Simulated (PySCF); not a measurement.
# C3H8O3SSi2: vibronic structure

Wanted: vibronic structure for C3H8O3SSi2 (`O=C[C@@H]1C[Si@H]1S[SiH](O)O`).

Programs: PySCF 2.14.0, with routines of our own; each step states its level. All values are computed. Atoms count from 0.

### 1 The starting structure

17 atoms, charge 0, multiplicity 1; geometry from: GFN2-xTB.

### 2 Vibronic structure: TDDFT B3LYP/def2-SV(P)

What the job is given:

```
{"job": {"kind": "vib", "xc": "B3LYP", "basis": "def2-SV(P)", "tda": false}, "charge": 0, "multiplicity": 1}
O     -1.617951     1.224642    -1.706822
C     -1.796710     0.106789    -1.196273
C     -0.760931    -0.772244    -0.840348
C     -0.950744    -2.056995    -0.060328
Si    -0.496609    -0.664048     1.118138
S      1.432413    -0.020166     1.561364
Si     1.840578     1.465021    -0.120675
O      2.584202     0.570168    -1.242776
O      0.506092     2.112285    -0.639951
H     -2.822719    -0.203178    -0.935671
H      0.172031    -0.649947    -1.372814
H     -0.248486    -2.841798    -0.306348
H     -1.968648    -2.425783    -0.030709
H     -1.595132    -0.087551     1.861959
H      2.663211     2.439574     0.552351
H      3.337702     0.021323    -1.039526
H     -0.285299     1.793937    -1.199669
```

Level: TDDFT B3LYP/def2-SV(P) vertical-gradient vibronic structure (displaced harmonic oscillators, Condon), gas phase.

Launch:

```sh
$ OMP_NUM_THREADS=1 python excited_run.py task.json out
```

One launch serves the whole session: the jobs run in the order shown.

Log:

```text
final grid: 70000 points
cycle   1  E = -1321.1987782642  dE =  1.502e+00  |g| = 1.287e+00  |ddm| = 4.432e+00
cycle   2  E = -1320.0216345944  dE =  1.177e+00  |g| = 2.637e+00  |ddm| = 5.505e+00
cycle   3  E = -1321.4881708544  dE = -1.467e+00  |g| = 4.380e-01  |ddm| = 4.835e+00
cycle   4  E = -1321.5268496695  dE = -3.868e-02  |g| = 1.891e-01  |ddm| = 7.276e-01
cycle   5  E = -1321.5330709126  dE = -6.221e-03  |g| = 5.548e-02  |ddm| = 2.272e-01
cycle   6  E = -1321.5339191951  dE = -8.483e-04  |g| = 1.638e-02  |ddm| = 9.481e-02
cycle   7  E = -1321.5339805953  dE = -6.140e-05  |g| = 4.709e-03  |ddm| = 2.100e-02
cycle   8  E = -1321.5339851995  dE = -4.604e-06  |g| = 1.497e-03  |ddm| = 6.798e-03
cycle   9  E = -1321.5339856607  dE = -4.613e-07  |g| = 4.514e-04  |ddm| = 2.231e-03
cycle  10  E = -1321.5339857061  dE = -4.531e-08  |g| = 1.468e-04  |ddm| = 6.751e-04
cycle  11  E = -1321.5339857114  dE = -5.316e-09  |g| = 3.455e-05  |ddm| = 2.384e-04
cycle  12  E = -1321.5339857117  dE = -3.029e-10  |g| = 1.521e-05  |ddm| = 6.748e-05
converged SCF energy = -1321.5339857117

Singlet excitations (eV, f): 4.638 (0.0333)  4.876 (0.0414)  5.070 (0.0835)  5.386 (0.0579)  5.670 (0.0104)  5.924 (0.0293)

State S1  4.6383 eV  f = 0.03328  H-2->L 0.46, H->L 0.33, H-2->L+1 0.12
  relaxed dipole 2.320 D, largest gradient of the excitation energy 0.0959 Eh/bohr
  mode    cm-1        S   lambda/meV  Raman
   37   1574.4    0.5317     103.8   1.000
    7    195.2    3.4237      82.9   0.099
    2     65.0    8.9958      72.5   0.029
   14    461.2    1.1555      66.1   0.187
   38   2283.6    0.2037      57.7   0.806
    4    155.9    1.0193      19.7   0.019
   35   1385.7    0.1018      17.5   0.148
    9    262.8    0.4879      15.9   0.026
   29   1033.8    0.1022      13.1   0.083
   26    909.4    0.1138      12.8   0.071
   27    936.1    0.0951      11.0   0.063
   15    510.2    0.1328       8.4   0.026
  reorganisation energy 0.5741 eV, total S 17.897, 0-0 4.0642 eV

State S3  5.0701 eV  f = 0.08355  H->L 0.32, H-1->L 0.27, H-2->L 0.22
  relaxed dipole 3.002 D, largest gradient of the excitation energy 0.0749 Eh/bohr
  mode    cm-1        S   lambda/meV  Raman
   14    461.2   15.2472     871.9   1.000
    3    131.2   20.1337     327.5   0.107
    5    165.4    8.1793     167.8   0.069
    7    195.2    6.1471     148.8   0.072
    8    239.2    3.0404      90.2   0.054
    9    262.8    2.6712      87.0   0.057
    2     65.0    5.9307      47.8   0.008
   12    332.4    0.8623      35.5   0.029
   16    536.0    0.5192      34.5   0.046
   13    354.6    0.4730      20.8   0.018
   10    301.2    0.4760      17.8   0.013
   20    670.6    0.1573      13.1   0.022
  reorganisation energy 1.9282 eV, total S 65.025, 0-0 3.1419 eV

State S4  5.3859 eV  f = 0.05790  H->L+1 0.76, H-2->L 0.15
  relaxed dipole 3.572 D, largest gradient of the excitation energy 0.0425 Eh/bohr
  mode    cm-1        S   lambda/meV  Raman
   16    536.0    2.8380     188.6   1.000
    9    262.8    1.5720      51.2   0.133
   21    758.3    0.4640      43.6   0.327
   18    611.5    0.4025      30.5   0.185
   35   1385.7    0.1751      30.1   0.412
   30   1054.5    0.1755      22.9   0.239
   14    461.2    0.3795      21.7   0.099
    3    131.2    0.8115      13.2   0.017
   33   1213.9    0.0858      12.9   0.155
   23    793.0    0.1209      11.9   0.093
    6    175.0    0.5292      11.5   0.020
   34   1315.6    0.0684      11.2   0.145
  reorganisation energy 0.5076 eV, total S 9.335, 0-0 4.8783 eV
  absorption maximum 5.346 eV, width 0.504 eV

State T1  3.6973 eV  f = 0.00000  H->L 0.92
  relaxed dipole 3.892 D, largest gradient of the excitation energy 0.0810 Eh/bohr
  mode    cm-1        S   lambda/meV  Raman
   14    461.2    7.5325     430.8   1.000
    9    262.8    3.3941     110.6   0.146
   17    559.4    1.3215      91.7   0.258
    5    165.4    4.0986      84.1   0.070
   15    510.2    0.9320      59.0   0.151
   30   1054.5    0.3427      44.8   0.238
   16    536.0    0.6374      42.4   0.114
   37   1574.4    0.1861      36.3   0.288
    7    195.2    1.4949      36.2   0.036
   23    793.0    0.3513      34.5   0.138
    6    175.0    1.5902      34.5   0.030
   22    778.1    0.3492      33.7   0.132
  reorganisation energy 1.1953 eV, total S 25.362, 0-0 2.5020 eV
```

Run time: 2.5 min. Hardware: 1 thread of AMD EPYC, shared host; peak memory 0.95 GiB.

The fields below are evaluated on a grid from the run's orbitals.

Frontier orbitals at B3LYP/def2-SV(P), with the share of their density that lies nearest to each atom:

| orbital | energy (eV) | lies on |
| --- | --- | --- |
| HOMO | -6.67 | C2 21 %; O0 20 %; Si4 16 % |
| LUMO | -1.31 | Si4 31 %; C1 19 %; O0 11 % |

ELF in a plane through or near 6 of the atoms.

Ten even steps from ' ' (0.00) to '@' (1.00):
```
                                                        
                                                        
                            ..::::                      
                          ::++####==                    
                  ..      ++%%%%@@--                    
              ..==++==++==++%%--##----##%%++            
              ..++####%%%%--%%##%%==@@@@@@%%..          
              ..++####**--  ..--::--@@@@@@%%..          
              ..::==**--    ..++%%##++++==..            
            ::--......    ::**==--**::                  
            --**++==--    ==##==--##++--**##==          
            ::++##**--    ..----****--@@@@@@@@--        
            ..::--::..          ==::--%%@@@@@@::        
              ..      ....      ++@@%%++==++--          
                      ::..      **@@@@++                
                                ::####::                
                                  ....                  
                                                        
                                                        
                                                        
```
The map spans 12.3 Å across and 9.8 Å up, centred on the molecule. Atoms in the plane (x, y in Å): O0 (0.7, 2.3), C1 (1.4, 1.3), C2 (1.1, 0.0), C3 (1.9, -1.2), H12 (3.0, -1.0), H16 (-0.8, 1.9).

log10 of the density (e/Å³) in the same plane.

Values, 10 rows by 14 columns:
```
-4.0 -4.0 -4.0 -4.0 -4.0 -4.0 -4.0 -4.0 -4.0 -4.0 -4.0 -4.0 -4.0 -4.0
-4.0 -4.0 -4.0 -4.0 -4.0 -3.9 -2.9 -2.0 -1.9 -3.1 -4.0 -4.0 -4.0 -4.0
-4.0 -4.0 -4.0 -3.5 -2.2 -1.7 -1.3  0.0  0.1 -1.5 -2.3 -3.2 -4.0 -4.0
-4.0 -4.0 -3.1 -2.2 -0.9 -0.1 -0.2  0.2  0.4 -0.1 -0.8 -2.3 -4.0 -4.0
-4.0 -3.4 -2.2 -1.3 -0.6 -0.3 -1.1 -0.8  0.2 -0.3 -1.2 -2.4 -4.0 -4.0
-4.0 -3.3 -2.0 -0.7  0.1 -0.5 -1.3 -0.2  0.9 -0.3 -0.8 -1.8 -3.5 -4.0
-4.0 -3.9 -2.4 -1.2 -0.5 -1.0 -1.5 -1.2 -0.3  0.8 -0.1 -1.3 -3.3 -4.0
-4.0 -4.0 -3.5 -2.4 -2.0 -1.8 -1.8 -1.9 -0.9 -0.3 -1.4 -2.4 -3.9 -4.0
-4.0 -4.0 -4.0 -4.0 -3.6 -3.1 -3.0 -3.0 -2.3 -2.0 -2.7 -3.8 -4.0 -4.0
-4.0 -4.0 -4.0 -4.0 -4.0 -4.0 -4.0 -4.0 -4.0 -4.0 -4.0 -4.0 -4.0 -4.0
```
The map spans 12.3 Å across and 9.8 Å up, centred on the molecule. Atoms in the plane (x, y in Å): O0 (0.7, 2.3), C1 (1.4, 1.3), C2 (1.1, 0.0), C3 (1.9, -1.2), H12 (3.0, -1.0), H16 (-0.8, 1.9).

On the surface of density 0.002 e/bohr³ the electrostatic potential runs, from the 1st to the 99th percentile, from -1.57 V near O0 to 2.38 V near H15.

### 3 Vibronic structure: TDA PBE/def2-SV(P)

Settings changed since step 2:

```diff
@@ -1,2 +1,2 @@
-{"job": {"kind": "vib", "xc": "B3LYP", "basis": "def2-SV(P)", "tda": false}, "charge": 0, "multiplicity": 1}
+{"job": {"kind": "vib", "xc": "PBE", "basis": "def2-SV(P)", "tda": true, "temperature": 600, "nbright": 1}, "charge": 0, "multiplicity": 1}
 O     -1.617951     1.224642    -1.706822
```

With the program's defaults for keys left out, this is: TDA PBE/def2-SV(P) vertical-gradient vibronic structure (displaced harmonic oscillators, Condon), gas phase.

Log:

```text
final grid: 70000 points
cycle   1  E = -1320.2420186816  dE =  1.429e+00  |g| = 1.372e+00  |ddm| = 4.538e+00
cycle   2  E = -1315.7047567600  dE =  4.537e+00  |g| = 3.936e+00  |ddm| = 7.649e+00
cycle   3  E = -1320.1218412748  dE = -4.417e+00  |g| = 1.300e+00  |ddm| = 7.462e+00
cycle   4  E = -1320.6127290860  dE = -4.909e-01  |g| = 2.191e-01  |ddm| = 1.716e+00
cycle   5  E = -1320.6129696046  dE = -2.405e-04  |g| = 2.415e-01  |ddm| = 5.659e-01
cycle   6  E = -1320.6281877542  dE = -1.522e-02  |g| = 5.024e-02  |ddm| = 3.080e-01
cycle   7  E = -1320.6287051041  dE = -5.173e-04  |g| = 1.758e-02  |ddm| = 7.073e-02
cycle   8  E = -1320.6287692804  dE = -6.418e-05  |g| = 6.891e-03  |ddm| = 2.647e-02
cycle   9  E = -1320.6287812932  dE = -1.201e-05  |g| = 2.567e-03  |ddm| = 9.676e-03
cycle  10  E = -1320.6287825170  dE = -1.224e-06  |g| = 8.768e-04  |ddm| = 3.202e-03
cycle  11  E = -1320.6287826895  dE = -1.725e-07  |g| = 5.990e-04  |ddm| = 1.973e-03
cycle  12  E = -1320.6287827664  dE = -7.682e-08  |g| = 5.964e-05  |ddm| = 6.518e-04
cycle  13  E = -1320.6287827665  dE = -1.678e-10  |g| = 4.753e-05  |ddm| = 1.480e-04
cycle  14  E = -1320.6287827672  dE = -7.117e-10  |g| = 9.627e-06  |ddm| = 8.802e-05
converged SCF energy = -1320.6287827672

Singlet excitations (eV, f): 4.187 (0.0101)  4.288 (0.0104)  4.681 (0.0281)  4.768 (0.0945)  5.060 (0.0157)  5.205 (0.0036)

State S1  4.1865 eV  f = 0.01011  H-1->L 0.52, H->L 0.37
  relaxed dipole 3.236 D, largest gradient of the excitation energy 0.0988 Eh/bohr
  mode    cm-1        S   lambda/meV  Raman
   14    461.2    9.5606     546.7   0.939
   38   2283.6    0.4156     117.7   1.000
   37   1574.4    0.5255     102.6   0.601
    3    131.2    5.9884      97.4   0.048
   15    510.2    0.7392      46.8   0.089
   20    670.6    0.4974      41.4   0.103
   27    936.1    0.3496      40.6   0.141
   19    637.5    0.4979      39.3   0.093
    2     65.0    3.9527      31.9   0.008
    4    155.9    1.3478      26.1   0.015
   29   1033.8    0.1777      22.8   0.088
    7    195.2    0.7168      17.3   0.013
  reorganisation energy 1.2703 eV, total S 27.711, 0-0 2.9163 eV

State S4  4.7683 eV  f = 0.09445  H->L 0.28, H-2->L 0.22, H-1->L+1 0.18
  relaxed dipole 2.473 D, largest gradient of the excitation energy 0.0505 Eh/bohr
  mode    cm-1        S   lambda/meV  Raman
   14    461.2    5.4675     312.7   1.000
    3    131.2   10.5471     171.6   0.156
   16    536.0    0.7729      51.4   0.191
    8    239.2    1.6512      49.0   0.081
    5    165.4    2.0123      41.3   0.047
    9    262.8    1.1147      36.3   0.066
   37   1574.4    0.1819      35.5   0.388
    2     65.0    2.4752      20.0   0.009
    7    195.2    0.6384      15.5   0.021
   19    637.5    0.1315      10.4   0.046
    6    175.0    0.4074       8.8   0.011
   12    332.4    0.2016       8.3   0.019
  reorganisation energy 0.8283 eV, total S 26.574, 0-0 3.9400 eV

State T1  3.4339 eV  f = 0.00000  H->L 0.97
  relaxed dipole 3.494 D, largest gradient of the excitation energy 0.0757 Eh/bohr
  mode    cm-1        S   lambda/meV  Raman
   14    461.2    6.7444     385.7   1.000
    5    165.4    3.6137      74.1   0.069
    9    262.8    2.0673      67.3   0.099
   17    559.4    0.8177      56.7   0.178
    6    175.0    1.8216      39.5   0.039
   15    510.2    0.5565      35.2   0.101
   23    793.0    0.3347      32.9   0.147
   30   1054.5    0.2442      31.9   0.189
   16    536.0    0.4392      29.2   0.088
   22    778.1    0.2909      28.1   0.123
   37   1574.4    0.1278      24.9   0.221
    8    239.2    0.7645      22.7   0.030
  reorganisation energy 0.9498 eV, total S 20.670, 0-0 2.4840 eV
```

Run time: 1.7 min. Hardware: 1 thread of AMD EPYC, shared host; peak memory 0.86 GiB.

### 4 Outcome

| quantity | value |
| --- | --- |
| S1: vertical, reorganisation, 0-0, total S (step 2, TDDFT B3LYP/def2-SV(P), modes from GFN2-xTB) | 4.64, 0.57, 4.06 eV; 17.9 |
| S3: vertical, reorganisation, 0-0, total S (step 2, TDDFT B3LYP/def2-SV(P), modes from GFN2-xTB) | 5.07, 1.93, 3.14 eV; 65.0 |
| S4: vertical, reorganisation, 0-0, total S (step 2, TDDFT B3LYP/def2-SV(P), modes from GFN2-xTB) | 5.39, 0.51, 4.88 eV; 9.3 |
| surface potential, 1st and 99th percentile | -1.57 V and 2.38 V |
| S1: vertical, reorganisation, 0-0, total S (step 3, TDA PBE/def2-SV(P), modes from GFN2-xTB) | 4.19, 1.27, 2.92 eV; 27.7 |
| S4: vertical, reorganisation, 0-0, total S (step 3, TDA PBE/def2-SV(P), modes from GFN2-xTB) | 4.77, 0.83, 3.94 eV; 26.6 |
| T1: vertical, reorganisation, 0-0, total S (step 3, TDA PBE/def2-SV(P), modes from GFN2-xTB) | 3.43, 0.95, 2.48 eV; 20.7 |

**Reading.** In steps 2, 3 the harmonic model is doubtful. Where the total S runs above about 15, the geometry moves far on excitation and the harmonic model is stretched, so its 0-0 value is in doubt. The vibronic model keeps the ground-state modes (from xTB) and shifts them along the gradient alone, so it can miss much of the relaxation that a full optimisation finds. At B3LYP/def2-SV(P), counted by nearest atom on the grid, the HOMO lies on C2 21 %; O0 20 %, the LUMO on Si4 31 %; C1 19 %.
